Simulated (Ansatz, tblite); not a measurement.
# 2x2x4 SrO rock-salt block (Sr8O8): rung by rung

An exercise on one series of results from a longer session: the logs are not shown, and one member is left open.

Computed with Ansatz 0.2.0, Gaussian basis. Level: as each input shows.

Plan: GFN1-xTB, GFN2-xTB, PBE-D4/def2-SVP, r2SCAN-D4/def2-SVP, MP2/def2-SVP, RPA/def2-SVP.

8 further runs of the same task are left out: 7 that didn't finish, 1 set aside as unsound or not needed. Runs told in other sessions of the task aren't counted.

## The relaxed structure

The geometry is that of the singlet, from an earlier relaxation (r2SCAN-D4/def2-SVP).

16 atoms, charge 0, spin multiplicity 1.

Bond lengths: Sr1–O2 2.369 Å, Sr1–O5 2.290 Å, Sr1–O9 2.290 Å, O2–Sr3 2.453 Å, O2–Sr6 2.436 Å, O2–Sr10 2.436 Å, Sr3–O4 2.379 Å, Sr3–O7 2.436 Å, Sr3–O11 2.436 Å, O4–Sr8 2.290 Å, O4–Sr12 2.290 Å, O5–Sr6 2.379 Å, O5–Sr13 2.290 Å, Sr6–O7 2.453 Å, Sr6–O14 2.436 Å, O7–Sr8 2.369 Å, O7–Sr15 2.436 Å, Sr8–O16 2.290 Å and more. Angles: O2–Sr1–O5 87.5°, O2–Sr1–O9 87.5°, O5–Sr1–O9 84.3°, Sr1–O2–Sr3 174.1°, Sr1–O2–Sr6 92.2°, Sr1–O2–Sr10 92.2°, Sr3–O2–Sr6 91.8°, Sr3–O2–Sr10 91.8°, Sr6–O2–Sr10 96.0°, O2–Sr3–O4 169.1°, O2–Sr3–O7 87.9°, O2–Sr3–O11 87.9°, O4–Sr3–O7 84.0°, O4–Sr3–O11 84.0°, O7–Sr3–O11 83.9°, Sr3–O4–Sr8 95.7°, Sr3–O4–Sr12 95.7°, Sr8–O4–Sr12 95.6° and more.

Sr takes a core potential in the def2 sets. No spin-orbit coupling is included.

PBE0-D4/def2-SVP was run before; its log isn't repeated, and its numbers join the tables.

The first run:

Tight binding, by tblite at 300 K electronic temperature and without a spin-polarisation term:

```python
tblite.interface.Calculator('GFN1-xTB', numbers, positions, charge=0, uhf=0).singlepoint()
```

Tight binding, by tblite at 300 K electronic temperature and without a spin-polarisation term:

```python
tblite.interface.Calculator('GFN2-xTB', numbers, positions, charge=0, uhf=0).singlepoint()
```

start.molden holds the orbitals of an earlier run on this state, given as this run's starting guess.

in.yaml reads:

```yaml
crystal:
  periodic: [false, false, false]
  atoms:
    - {symbol: Sr, position_ang: [-1.205707, -1.198282, -3.612785]}
    - {symbol: O, position_ang: [-1.155232, -1.150032, -1.244665]}
    - {symbol: Sr, position_ang: [-1.281929, -1.278289, 1.201753]}
    - {symbol: O, position_ang: [-1.085089, -1.084591, 3.564441]}
    - {symbol: O, position_ang: [-1.088176, 1.088521, -3.562227]}
    - {symbol: Sr, position_ang: [-1.279752, 1.282734, -1.199151]}
    - {symbol: O, position_ang: [-1.148780, 1.153996, 1.246898]}
    - {symbol: Sr, position_ang: [-1.194440, 1.202588, 3.615075]}
    - {symbol: O, position_ang: [1.081492, -1.088867, -3.564197]}
    - {symbol: Sr, position_ang: [1.277116, -1.283207, -1.201434]}
    - {symbol: O, position_ang: [1.150878, -1.153816, 1.244682]}
    - {symbol: Sr, position_ang: [1.201795, -1.202086, 3.612662]}
    - {symbol: Sr, position_ang: [1.198961, 1.197949, -3.614957]}
    - {symbol: O, position_ang: [1.152545, 1.149686, -1.246951]}
    - {symbol: Sr, position_ang: [1.283977, 1.278578, 1.198873]}
    - {symbol: O, position_ang: [1.092322, 1.085099, 3.561993]}
basis:
  gaussian: {orbitals: def2-SVP, initial_orbitals: start.molden}
hamiltonian: {xc: pbe, dispersion: d4}
scf: {omitted_lower_state_checks: [starts]}
output: {forces: true, orbitals: {seedname: orbitals}}
```

Command:

```bash
$ ansatz run in.yaml --threads 4 --pin off --events-out ev --progress --plain --max-ram 6963MiB
```

Steps of the session up to this table: PBE-D4/def2-SVP; r2SCAN-D4/def2-SVP; MP2/def2-SVP; RPA/def2-SVP.

One of the session's tables, all rows but one given; the rest of the session is left out.

It belongs to the step «Binding energy». 

```
             level  binding an atom (eV)
       HF/def2-SVP                 2.639
   PBE-D4/def2-SVP                     ?
r2SCAN-D4/def2-SVP                 4.549
  PBE0-D4/def2-SVP                 4.301
      RPA/def2-SVP                 3.767
      MP2/def2-SVP                 4.297
```

Q: Estimate the row for PBE-D4/def2-SVP from the others.

As computed: binding an atom (eV): 4.567. In the column «binding an atom (eV)» it is the highest.

Limits of these values: Free atoms were run apart at each level; binding is atoms less cluster, divided by the number of atoms, without zero-point or spin-orbit terms.
